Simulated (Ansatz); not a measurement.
**NaSe+ (triplet): from Hartree-Fock to the top rungs, cc-pVTZ**

An exercise on one series of results from a longer session: the logs are not shown, and one member is left open.

The runs use Ansatz 0.2.0, Gaussian basis; cc-pVTZ, core rule «outside noble gas», up to 19 orbitals frozen.

To be run: UHF; CCSD(T) on ROHF; CCSD(T) on UHF; BCCD(T) on ROHF; CISD; CCSDT(Q) on ROHF; CCSDT(Q) on UHF.

12 further runs of the same task are left out: 5 for a known fault of the program, 7 set aside as unsound or not needed.

## The geometry

The geometry is a PBE0/def2-TZVP stationary point (not a proven minimum) of the parent state, kept for this charge and spin. No spin-orbit coupling is included. The filled d shell of Se may be among the frozen orbitals whatever the setting's name suggests; the logs give the count.

2 atoms, charge 1, spin multiplicity 3.

Atoms are counted from 1 here; the program's logs count them from 0.

Bond lengths: Se1–Na2 2.952 Å.

Geometry (Å):

```xyz
2
NaSe
Se    0.0000    0.0000    0.0000
Na    0.0000    0.0000    2.9520
```

Set-up of the first run:

in.yaml reads:

```yaml
crystal:
  periodic: [false, false, false]
  atoms:
    - {symbol: Se, position_ang: [0.000000, 0.000000, 0.000000]}
    - {symbol: Na, position_ang: [0.000000, 0.000000, 2.952000]}
basis:
  gaussian: {orbitals: cc-pVTZ}
total_charge: 1
magnetization: {spin_polarized: true, initial_magnetization: 2}
hamiltonian: {xc: hf}
output: {orbitals: {seedname: orbitals}}
```

On the command line:

```
$ ansatz run in.yaml --threads 1 --pin off --events-out ev --progress --plain --max-ram 2393MiB
```

Among the steps run: UHF; CCSD(T) on ROHF; CCSD(T) on UHF; BCCD(T) on ROHF; CISD; CCSDT(Q) on ROHF; CCSDT(Q) on UHF.

One table of the session follows, with a row left open; its other results are not shown here.

```
   method  from UCCSDT(Q) (meV)
     ROHF               +3500.4
      UHF               +3353.4
     RMP2                +621.6
     UMP2                +641.2
     CISD                +200.4
    RCCSD                +134.8
    UCCSD                +121.5
 RCCSD(T)                 +28.7
 UCCSD(T)                 +19.8
  BCCD(T)                 +28.7
   RCCSDT                 +11.6
   UCCSDT                  +2.4
RCCSDT(Q)                     ?
UCCSDT(Q)                     0
```

**Question.** Estimate the row for RCCSDT(Q).

As computed: from UCCSDT(Q) (meV): +9.0. In the column «from UCCSDT(Q) (meV)» it lies between UCCSDT (+2.4) and RCCSDT (+11.6).

Caveats from the session: Restricted and unrestricted rows rest on different reference determinants; where their highest levels disagree by more than a few hundredths of an eV, they describe different states and don't form one ladder.
